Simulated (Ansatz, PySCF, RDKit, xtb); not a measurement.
# Solving CHBrSn, step by step

Task: start from the formula CHBrSn, draw up candidate structures, narrow them down in stages, and characterise the one that lies lowest at 298.15 K.

Plan: many cheap relaxations first (GFN2-xTB), then density-functional screening, relaxation at PBE0-D3(BJ)/def2-SVP, vibrations and a final energy. The numbers are computed, not measured.

6 further runs of the same task are left out: 6 set aside as unsound or not needed.

### 1 Candidates

A program enumerates the bonding patterns with one Lewis structure each (two rings at most, one unusual centre or charged pair), with their diastereomers. O–O, O–halogen and N–halogen bonds and N–N–N chains are not drawn. That gives 5 candidates.

```tsv
label	SMILES	spin
c006	Br[CH]=[Sn]	triplet
c227	Br[CH]=[Sn]	singlet
c541	[C+]#[SnH-][Br]	singlet
c701	Br[C]#[SnH]	singlet
c840	[CH]#[Sn][Br]	singlet
```

Candidates are built by distance geometry, with a force field where one applies, in up to four conformers (letters a to d). 10 starts with atoms placed at random are added, to find patterns that the rules miss.

**Question.** With final energies at CCSD(T)/def2-TZVPP, which structure will this search put lowest in free energy, and by what margin?

| quantity | value |
| --- | --- |
| lowest structure found | Br[CH]=[Sn], singlet, Cs |
| next finalist | [CH][Sn][Br] ‡, triplet, 12.6 kcal/mol higher in G |
| share at equilibrium, among the finalists | 100.0 % |
| harmonic wavenumbers, lowest and highest (PBE0-D3(BJ)/def2-SVP) | 47 and 3200 cm⁻¹ |
| rotational constants, same geometry | 0.9926, 0.03231, 0.03129 cm⁻¹ |
| dipole moment (PBE0/def2-TZVPD) | 2.41 D |
| HOMO energy (PBE0/def2-TZVPD) | -5.60 eV |
| LUMO energy (PBE0/def2-TZVPD) | -2.97 eV |
| HOMO–LUMO gap (PBE0/def2-TZVPD) | 2.63 eV |
| lowest excitation (TD-PBE0/def2-SVPD) | 1.27 eV (f = 0.000) |
| strongest of the states computed, same level | 3.63 eV (f = 0.170) |
| lowest triplet excitation, same level, Tamm-Dancoff | 0.93 eV |
| vertical ionisation energy | 7.41 eV |
| vertical electron affinity | 1.33 eV |
| vertical triplet less singlet | +0.77 eV |

`Br[CH]=[Sn]` comes out lowest. Among the finalists first place is clear (12.6 kcal/mol); structures outside the list aren't covered. PBE0-D3(BJ)/def2-SVP and MP2/def2-TZVPP already put its bonding pattern lowest among the structures in one piece; HF/def2-TZVPP favours the triplet [CH][Sn][Br] ‡. Spin-orbit coupling, which matters for elements this heavy, is left out. The search is not exhaustive (a finite list of starts, one conformer a finalist), so a lower isomer can't be ruled out.

‡ marks the bonded skeleton alone, with all bonds drawn single: no Lewis structure was assigned that passes a check against the bond lengths.
